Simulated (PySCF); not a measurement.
# H12O6Y ([Y(H2O)6]3+): the cost of one run

Computed with PySCF 2.14.0 and routines of our own; the level stands in each step. Atoms count from 0.

### Step 1. The system as given

19 atoms, charge 3, multiplicity 1; geometry from: GFN2-xTB.

### Step 2. NMR shieldings: PBE0/pcSseg-1 Y:us-x2c-TZVPall-2c, spin–orbit

What the job is given:

```
{"job": {"xc": "PBE0", "basis": {"default": "pcSseg-1", "Y": "us-x2c-TZVPall-2c"}, "rel": "so", "kind": "hnmr"}, "charge": 3, "multiplicity": 1}
Y      0.000500    -0.000160    -0.000040
O      0.161210     0.162940     2.127850
H      0.143490     0.973320     2.676580
H      0.277150    -0.553350     2.785060
O     -0.158710    -0.164030    -2.127450
H     -0.259270     0.553370    -2.785800
H     -0.159080    -0.975660    -2.674230
O      2.127850     0.163700    -0.162990
H      2.785580     0.273250     0.553320
H      2.676070     0.147840    -0.973280
O     -2.127350    -0.158760     0.163460
H     -2.675350    -0.153240     0.974190
H     -2.784550    -0.267960    -0.553870
O     -0.164760     2.127340    -0.159710
H     -0.976630     2.673790    -0.155340
H      0.551410     2.786220    -0.264510
O      0.163050    -2.127860     0.159190
H     -0.553140    -2.783900     0.275290
H      0.972510    -2.676850     0.142280
```

With the program's defaults for keys left out, this is: PBE0/pcSseg-1 Y:us-x2c-TZVPall-2c GIAO NMR shielding, X2C with spin-orbit coupling, screened-nuclear two-electron part, Gaussian nuclei, gas phase.

On the command line:

```sh
$ OMP_NUM_THREADS=1 python heavy_run.py task.json out
```

One launch serves the whole session: the jobs run in the order shown.

**Question.** How long does this first job take on 1 thread of Intel Xeon Platinum 8375C at 2.90GHz, shared host, and how much memory does it need?

About 4.9 min, with a peak of 1.7 GiB.
